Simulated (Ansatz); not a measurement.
# FGaGeH₄O: how energies converge with the basis set

How large a basis does FGaGeH₄O need? Two functionals are run in growing sets.

The runs use Ansatz 0.2.0, Gaussian basis; one geometry, several basis sets.

Plan: PBE0-D4/def2-SVP; ωB97M-V/def2-SVP; PBE0-D4/def2-QZVPP; ωB97M-V/def2-QZVPP; the functionals' def2-TZVPP values are taken from earlier runs.

## Step 1: Structure used throughout

An earlier PBE0-D4 in a triple-zeta def2 set relaxation fixed the geometry.

8 atoms, charge 0, spin multiplicity 1.

Atoms are counted from 1 here; the program's logs count them from 0.

Bond lengths: F1–Ga2 1.758 Å, Ga2–O3 1.760 Å, Ga2–H5 1.539 Å, O3–Ge4 1.781 Å, Ge4–H6 1.538 Å, Ge4–H7 1.536 Å, Ge4–H8 1.538 Å. Angles: F1–Ga2–O3 112.7°, F1–Ga2–H5 120.8°, O3–Ga2–H5 126.5°, Ga2–O3–Ge4 129.4°, O3–Ge4–H6 109.3°, O3–Ge4–H7 105.3°, O3–Ge4–H8 109.3°, H6–Ge4–H7 111.1°, H6–Ge4–H8 110.7°, H7–Ge4–H8 111.0°.

Geometry (Å):

```mol
FGaGeH4O
  3D, bonds by distance, orders not assigned

  8  7  0  0  0  0  0  0  0  0999 V2000
   -2.3649    0.1463    0.2634 F   0  0
   -1.2651    1.0097   -0.8026 Ga  0  0
    0.4108    0.5146   -0.5947 O   0  0
    1.1018   -0.6967    0.5137 Ge  0  0
   -1.7916    2.0710   -1.7842 H   0  0
    0.8019   -0.2861    1.9654 H   0  0
    2.6122   -0.6836    0.2373 H   0  0
    0.4949   -2.0753    0.2015 H   0  0
  1  2  8  0
  2  3  8  0
  3  4  8  0
  2  5  8  0
  4  6  8  0
  4  7  8  0
  4  8  8  0
M  END
```

## Step 2: PBE0-D4 in def2-SVP

File in.yaml:

```yaml
crystal:
  periodic: [false, false, false]
  atoms:
    - {symbol: F, position_ang: [-2.364893, 0.146333, 0.263444]}
    - {symbol: Ga, position_ang: [-1.265129, 1.009678, -0.802589]}
    - {symbol: O, position_ang: [0.410814, 0.514595, -0.594670]}
    - {symbol: Ge, position_ang: [1.101757, -0.696661, 0.513673]}
    - {symbol: H, position_ang: [-1.791578, 2.070979, -1.784172]}
    - {symbol: H, position_ang: [0.801914, -0.286062, 1.965450]}
    - {symbol: H, position_ang: [2.612247, -0.683607, 0.237338]}
    - {symbol: H, position_ang: [0.494877, -2.075255, 0.201536]}
basis:
  gaussian: {orbitals: def2-SVP}
hamiltonian: {xc: pbe0, dispersion: d4}
output: {orbitals: {seedname: orbitals}}
```

On the command line:

```sh
> ansatz run in.yaml --threads 4 --pin off --events-out ev --progress --plain --max-ram 10444MiB
```

Further steps of the session: ωB97M-V in def2-SVP; PBE0-D4 in def2-QZVPP; ωB97M-V in def2-QZVPP.

Before running them: what should the planned runs give, taken together? Wanted: PBE0-D4: double and triple zeta above quadruple; ωB97M-V: double and triple zeta above quadruple.

The runs gave:

| quantity | value |
| --- | --- |
| PBE0-D4: double and triple zeta above quadruple | 22.60, 2.73 eV |
| ωB97M-V: double and triple zeta above quadruple | 22.61, 2.63 eV |

What this shows: PBE0-D4 gains 19.88 eV from double to triple zeta, then 2.73 eV more. These are total energies; as a rule much of such shifts cancels in differences, which this series doesn't test.
